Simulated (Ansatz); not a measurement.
# NaScTe2: how the settings move a single-point run

Aim: see which settings change the result for NaScTe2, by how much, and at what cost. The cell is built on a prototype (ordering on rocksalt) and needn't be the phase found in nature.

Program: Ansatz 0.2.0. Level of theory: reference: DFT, r2SCAN, plane waves, PAW. These are calculated values, not measurements.

## Step 1: The system as given

It takes space group P4/mmm (No. 123, tetragonal). Conventional cell: a = 4.310 Å, b = 4.310 Å, c = 5.899 Å, α = 90.00°, β = 90.00°, γ = 90.00°. Na (site symmetry 4/mmm) has 6 Te at 2.95 to 3.05 Å as nearest neighbours. Te (site symmetry 4/mmm) is surrounded by 2 Na at 2.95 Å and 4 Sc at 3.05 Å. Sc (site symmetry 4/mmm) is surrounded by 6 Te at 2.95 to 3.05 Å. Around Te (site symmetry 4/mmm) lie 2 Sc at 2.95 Å and 4 Na at 3.05 Å.

Coordinates:

```
CELL_PARAMETERS angstrom
4.30993 0.00000 0.00000
0.00000 4.30993 0.00000
0.00000 0.00000 5.89917
ATOMIC_POSITIONS crystal
Na 0.00000 0.00000 0.00000
Te 0.00000 0.00000 0.50000
Sc 0.50000 0.50000 0.50000
Te 0.50000 0.50000 0.00000
```

## Step 2: Baseline

input.yaml reads:

```yaml
crystal:
  lattice:
    - [4.3099310216, 0.0, 0.0]
    - [0.0, 4.3099310216, 0.0]
    - [0.0, 0.0, 5.899166876]
  atoms:
    - { symbol: Na, position: [0.0, 0.0, 0.0] }
    - { symbol: Te, position: [0.0, 0.0, 0.5] }
    - { symbol: Sc, position: [0.5, 0.5, 0.5] }
    - { symbol: Te, position: [0.5, 0.5, 0.0] }
kpoints:
  mp_grid: { grid: [4, 4, 4] }
hamiltonian:
  xc: r2scan
scf:
  occupations: { method: fermi_dirac, width: 0.02 }
  n_extra_bands: 5
output:
  forces: true
  stress: true
  eigenvalues: true
```

Run with:

```console
> ansatz run input.yaml --threads 4 --pin off --max-ram 3686MiB --backend cpu --events-out ev --progress --plain --runs-dir out
```

## Step 3: Variant: ecutwfc 600

Changes to input.yaml since step 2:

```diff
@@ -21 +21,3 @@
   eigenvalues: true
+basis:
+  ecutwfc: 600
```

## Step 4: A run with other settings

Changes to input.yaml since step 2:

```diff
@@ -17,2 +17,4 @@
   n_extra_bands: 5
+  mixing: { beta: 1.0 }
+  max_iter: 75
 output:
```

## Step 6: Changing settings: ecutrho_ratio 12

Changes to input.yaml since step 2:

```diff
@@ -17,2 +17,3 @@
   n_extra_bands: 5
+  max_iter: 82
 output:
@@ -21 +22,3 @@
   eigenvalues: true
+basis:
+  ecutrho_ratio: 12
```

## Step 7: Changing settings: ecutwfc 300

Changes to input.yaml since step 2:

```diff
@@ -21 +21,3 @@
   eigenvalues: true
+basis:
+  ecutwfc: 300
```

## Step 8: The same system, input altered

Changes to input.yaml since step 2:

```diff
@@ -16,3 +16,3 @@
   occupations: { method: fermi_dirac, width: 0.02 }
-  n_extra_bands: 5
+  n_extra_bands: 0
 output:
```

(Steps that only read results are left out.)

What does the calculation give? Wanted: for each run, ending; energy change; pressure; gap; force.

As calculated:

| run | ending | energy change | pressure (GPa) | gap (eV) | force (eV/Å) | cycles | time |
| --- | --- | --- | --- | --- | --- | --- | --- |
| reference | converged | 0 | 0.0 | 0.00 | 0.00 | 8 | 2.3 s |
| 1: ecutwfc 600 | converged | -0.7 meV/atom | 0.0 | 0.00 | 0.00 | 8 | 3.2 s |
| 2: mixing.beta 1.0 | converged | 0.0 meV/atom | 0.0 | 0.00 | 0.00 | 9 | 3 s |
| 3: ecutrho_ratio 12 | converged | 0.0 meV/atom | 0.0 | 0.00 | 0.00 | 8 | 5.2 s |
| 4: ecutwfc 300 | converged | +59.1 meV/atom | 0.0 | 0.00 | 0.00 | 8 | 1.6 s |
| 5: n_extra_bands 0 | refused | - | - | - | - | - | 0.13 s |

Residual by cycle in the longest SCF loop of each run; runs are numbered as in the table. The quantity is the density residual dr2, in eV.

| cycle | reference | run 1 | run 2 | run 3 | run 4 |
| --- | --- | --- | --- | --- | --- |
| 1 | 0.506 | 0.507 | 0.506 | 0.506 | 0.504 |
| 2 | 0.00764 | 0.00768 | 0.972 | 0.00765 | 0.00731 |
| 3 | 0.00448 | 0.0045 | 0.0369 | 0.00449 | 0.00421 |
| 4 | 9.7e-4 | 9.8e-4 | 0.0112 | 9.7e-4 | 0.001 |
| 5 | 1.2e-4 | 1.2e-4 | 0.00213 | 1.2e-4 | 1.2e-4 |
| 6 | 3.2e-5 | 3.2e-5 | 6.9e-6 | 3.3e-5 | 1.7e-5 |
| 7 | 2.1e-6 | 1.9e-6 | 5.2e-7 | 2.0e-6 | 9.1e-7 |
| 8 | 9.5e-8 | 9.4e-8 | 1.5e-7 | 9.6e-8 | 7.7e-8 |
| 9 | - | - | 2.3e-8 | - | - |

Of the converged runs whose energies compare with the reference's, «ecutwfc 300» moves the energy most (+59.1 meV/atom). Run 4 ran under the cutoff that the potentials recommend, as the log warns, so basis error is mixed into its values, and swamps them where the cutoff is far short. Of the variants the dearest is «ecutrho_ratio 12» (5.2 s), the cheapest «ecutwfc 300» (1.6 s), on a shared host. 1 of the 5 altered inputs did not end normally.
